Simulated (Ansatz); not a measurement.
The system is Sn3Se.

```xyz
4
Lattice="4.7419 0.0000 0.0000 0.0000 4.7419 0.0000 0.0000 0.0000 4.7419" Properties=species:S:1:pos:R:3 pbc="T T T"
Sn    2.3709    2.3709    0.0000
Sn    2.3709    0.0000    2.3709
Sn    0.0000    2.3709    2.3709
Se    0.0000    0.0000    0.0000
```

The cell comes from a database or a generator and needn't be the stable form of this composition.

Base run:

- Program: Ansatz 0.2.0
- Functional: PBEsol
- Potentials or basis: Ansatz PAW
- Cutoff: 420 eV
- Density cutoff: 1680 eV
- k mesh: 6 × 6 × 6
- Occupations: fermi-dirac, width 0.05 eV
- Spin: no spin polarisation

Its results: band gap on the k mesh none (metal or under the smearing width); pressure -2.6 GPa.

Q: The run is repeated on the same cell with these changes: functional from PBEsol to r2SCAN; cutoff from 420 eV to 500 eV; density cutoff from 1680 eV to 2000 eV. What comes out?

A: Band gap on the k mesh none (metal or under the smearing width); pressure -0.6 GPa.

Caveats: the PAW data sets come from PBE, with cores solved anew for the run's functional, which leaves a small shift of forces and pressure.

Not every run made on this cell is shown here.
